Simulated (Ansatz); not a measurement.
Crystal: GeSb2Te4.

```xyz
7
Lattice="2.1593 1.2467 13.2280 -2.1593 1.2467 13.2280 0.0000 -2.4933 13.2280" Properties=species:S:1:pos:R:3 pbc="T T T"
Te    0.0000    0.0000   28.1349
Te    0.0000    0.0000   11.5492
Te    0.0000    0.0000   22.6074
Te    0.0000    0.0000   17.0768
Sb    0.0000    0.0000   34.1050
Sb    0.0000    0.0000    5.5792
Ge    0.0000    0.0000    0.0000
```

The cell is a database's computed one.

```yaml
Program: Ansatz 0.2.0
Task: relaxation of cell and atoms
Functional: r2SCAN
Potentials_or_basis: Ansatz PAW
Cutoff: "500 eV (not typed: the program's choice for these potentials)"
k_mesh: 7 × 7 × 7
Occupations: fermi-dirac, width 0.05 eV
Spin: no spin polarisation
```

At the start: volume 30.52 Å³/atom.

Q: Where does the relaxation end?

A: It ends after 6 steps and the volume is 29.91 Å³/atom (-2.0 %); space group R-3m (No. 166, to 0.05 Å).

Step by step:
```
step  energy change (eV)  largest force (eV/Å)  volume (Å³)
   1              0.0000                0.2116       213.65
   2             -0.0173                0.1414       207.65
   3             -0.0250                0.0308       209.37
   4             -0.0254                0.0121       209.14
   5             -0.0254                0.0061       209.36
   6             -0.0249                0.0061       209.36
```

Final structure:
```
CELL_PARAMETERS angstrom
2.14786 1.24007 13.10039
-2.14786 1.24007 13.10039
0.00000 -2.48013 13.10039
ATOMIC_POSITIONS crystal
Te 0.70804 0.70804 0.70804
Te 0.29196 0.29196 0.29196
Te 0.56940 0.56940 0.56940
Te 0.43060 0.43060 0.43060
Sb 0.85841 0.85841 0.85841
Sb 0.14159 0.14159 0.14159
Ge 0.00000 0.00000 0.00000
```

Caveat: the plane-wave basis is chosen anew once the cell has moved, so the energies of steps on either side of that aren't comparable; the PAW data sets come from PBE, with cores solved anew for the run's functional, which leaves a small shift of forces and pressure.
